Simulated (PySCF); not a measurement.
# [Er(H2O)]3+: forces at shaken geometries

Program: PySCF 2.14.0. Level of theory: PBE, Er lcecp-1-SVP with ECP57, O def2-SVP, H def2-SVP; scalar-relativistic core potentials, no spin–orbit coupling. These are calculated values, not measurements.

## 1. The system as given

4 atoms, charge 3, spin multiplicity 1.

Bond lengths: Er1–O2 2.150 Å, O2–H3 1.017 Å, O2–H4 1.017 Å. Angles: Er1–O2–H3 129.0°, Er1–O2–H4 129.0°, H3–O2–H4 102.1°.

Geometry (Å):

```csv
atom,x (Å),y (Å),z (Å)
Er1,0.0000,0.0000,-0.0641
O2,0.0000,0.0000,2.0860
H3,0.7908,0.0000,2.7255
H4,-0.7908,0.0000,2.7255
```

Formal oxidation states: Er +3. Each metal's 11 4f electrons lie in its core potential, so multiplicities, spins and levels count the valence alone. An earlier session relaxed this geometry at PBE, Er lcecp-1-SVP with ECP57, O def2-SVP, H def2-SVP (singlet, point group C2v).

Its energy there is -113.166895 Eh.

## 2. Atoms moved at random, σ = 0.1 Å

run.py (the lines that set the calculation)

```python
mol = gto.M(atom='''
Er    -0.00291    -0.04617    -0.10350
O      0.08969     0.06542     2.17198
H      0.62483    -0.01003     2.57571
H     -0.71161    -0.00923     2.82866''',
    basis={'Er': 'lcecp-1-SVP', 'O': 'def2-SVP', 'H': 'def2-SVP'},
    ecp={'Er': 'lcecp-1-SVP'},
    charge=3, spin=0)
mf = dft.RKS(mol, xc='PBE')
mf.grids.atom_grid = (50, 194)  # f atoms: unpruned, at least (60, 302)
mf = mf.density_fit()  # fitting sets: Er AutoAux, O def2-universal-JKFIT, H def2-universal-JKFIT
mf.conv_tol = 1e-08; mf.max_cycle = 55
mf.kernel(dm0)  # dm0: the density of the relaxed state
```

The run is started by

```bash
$ OMP_NUM_THREADS=2 python run.py
```

**Question.** How long does this run take on 2 threads of Arm Neoverse V1, shared host?

About 1.3 s.
